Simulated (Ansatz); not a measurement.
**C4H8Si: one species, many methods**

One table from this session's results is given with a row withheld; the runs are named, their logs left out.

Program: Ansatz 0.2.0, Gaussian basis. Level of theory: functionals in def2-TZVPP, the program's frozen cores in correlated methods. These are calculated values, not measurements.

The runs, in order: LDA (SPW92), PBE-D4, revPBE-D4, BLYP-D4, r2SCAN-D4, B97M-V, PBE0-D4, B3LYP-D4, r2SCANh-D4, r2SCAN0-D4, HSE06-D4, BHLYP-D4, CAM-B3LYP-D4, LC-ωPBE, ωB97X-V, ωB97M-V, B2PLYP, PBE-QIDH; CCSD(T)/def2-SVP; CCSD(T)/def2-TZVPP; MP2/def2-QZVPP; extrapolation to the limit; RPA on PBE.

## The relaxed structure

An earlier PBE0-D4 in a triple-zeta def2 set relaxation fixed the geometry.

13 atoms, charge 0, spin multiplicity 1.

Atoms are counted from 1 here; the program's logs count them from 0.

Bond lengths: C1–C2 1.332 Å, C1–H6 1.083 Å, C1–H7 1.086 Å, C2–C3 1.458 Å, C2–H8 1.090 Å, C3–C4 1.339 Å, C3–Si5 1.874 Å, C4–H9 1.084 Å, C4–H10 1.088 Å, Si5–H11 1.485 Å, Si5–H12 1.488 Å, Si5–H13 1.488 Å. Angles: C2–C1–H6 121.4°, C2–C1–H7 122.1°, H6–C1–H7 116.6°, C1–C2–C3 125.3°, C1–C2–H8 118.9°, C3–C2–H8 115.8°, C2–C3–C4 120.2°, C2–C3–Si5 120.9°, C4–C3–Si5 119.0°, C3–C4–H9 122.2°, C3–C4–H10 121.3°, H9–C4–H10 116.5°, C3–Si5–H11 108.1°, C3–Si5–H12 111.2°, C3–Si5–H13 111.2°, H11–Si5–H12 109.3°, H11–Si5–H13 109.3°, H12–Si5–H13 107.7°.

Set-up of the first run:

in.yaml

```yaml
crystal:
  periodic: [false, false, false]
  atoms:
    - {symbol: C, position_ang: [0.556059, -0.177460, -1.959128]}
    - {symbol: C, position_ang: [-0.516654, -0.063260, -1.178158]}
    - {symbol: C, position_ang: [-0.491876, 0.042976, 0.275904]}
    - {symbol: C, position_ang: [-1.636381, 0.152886, 0.962325]}
    - {symbol: Si, position_ang: [1.130596, 0.029567, 1.213374]}
    - {symbol: H, position_ang: [0.464418, -0.252398, -3.035708]}
    - {symbol: H, position_ang: [1.563444, -0.200810, -1.554775]}
    - {symbol: H, position_ang: [-1.503893, -0.045457, -1.638827]}
    - {symbol: H, position_ang: [-1.656428, 0.233734, 2.043418]}
    - {symbol: H, position_ang: [-2.599586, 0.165310, 0.456229]}
    - {symbol: H, position_ang: [0.828246, 0.146583, 2.663039]}
    - {symbol: H, position_ang: [1.882909, -1.230249, 0.967980]}
    - {symbol: H, position_ang: [1.999646, 1.163777, 0.799027]}
basis:
  gaussian: {orbitals: def2-TZVPP}
hamiltonian: {xc: lda}
output: {orbitals: {seedname: orbitals}}
```

On the command line:

```console
> ansatz run in.yaml --threads 4 --pin off --events-out ev --progress --plain --max-ram 10444MiB
```

Among the steps run: LDA; PBE-D4 (GGA); revPBE-D4 (GGA); BLYP-D4 (GGA); r2SCAN-D4 (meta-GGA); B97M-V (meta-GGA); PBE0-D4 (hybrid); B3LYP-D4 (hybrid); r2SCANh-D4 (hybrid); r2SCAN0-D4 (hybrid); HSE06-D4 (hybrid); BHLYP-D4 (hybrid); CAM-B3LYP-D4 (range-separated); LC-ωPBE (range-separated); ωB97X-V (range-separated); ωB97M-V (range-separated); B2PLYP (double hybrid); PBE-QIDH (double hybrid).

One of the session's tables, all rows but one given; the rest of the session is left out.

It belongs to the step «Frontier levels by functional». 

| functional | HOMO (eV) | gap (eV) |
| --- | --- | --- |
| LDA (SPW92) | ? | ? |
| PBE-D4 | -6.08 | 4.00 |
| revPBE-D4 | -6.01 | 4.01 |
| BLYP-D4 | -5.89 | 3.98 |
| r2SCAN-D4 | -6.23 | 4.32 |
| B97M-V | -6.25 | 4.37 |
| PBE0-D4 | -7.04 | 5.92 |
| B3LYP-D4 | -6.83 | 5.51 |
| r2SCANh-D4 | -6.60 | 5.04 |
| r2SCAN0-D4 | -7.16 | 6.12 |
| HSE06-D4 | -6.65 | 5.15 |
| BHLYP-D4 | -7.84 | 7.82 |
| CAM-B3LYP-D4 | -8.26 | 8.27 |
| LC-ωPBE | -9.60 | 10.70 |
| ωB97X-V | -9.22 | 10.27 |
| ωB97M-V | -9.15 | 10.08 |

Q: Estimate the row for LDA (SPW92) from the others.

As computed: HOMO (eV): -6.27; gap (eV): 3.97. In the column «HOMO (eV)» it lies between r2SCANh-D4 (-6.60) and B97M-V (-6.25).
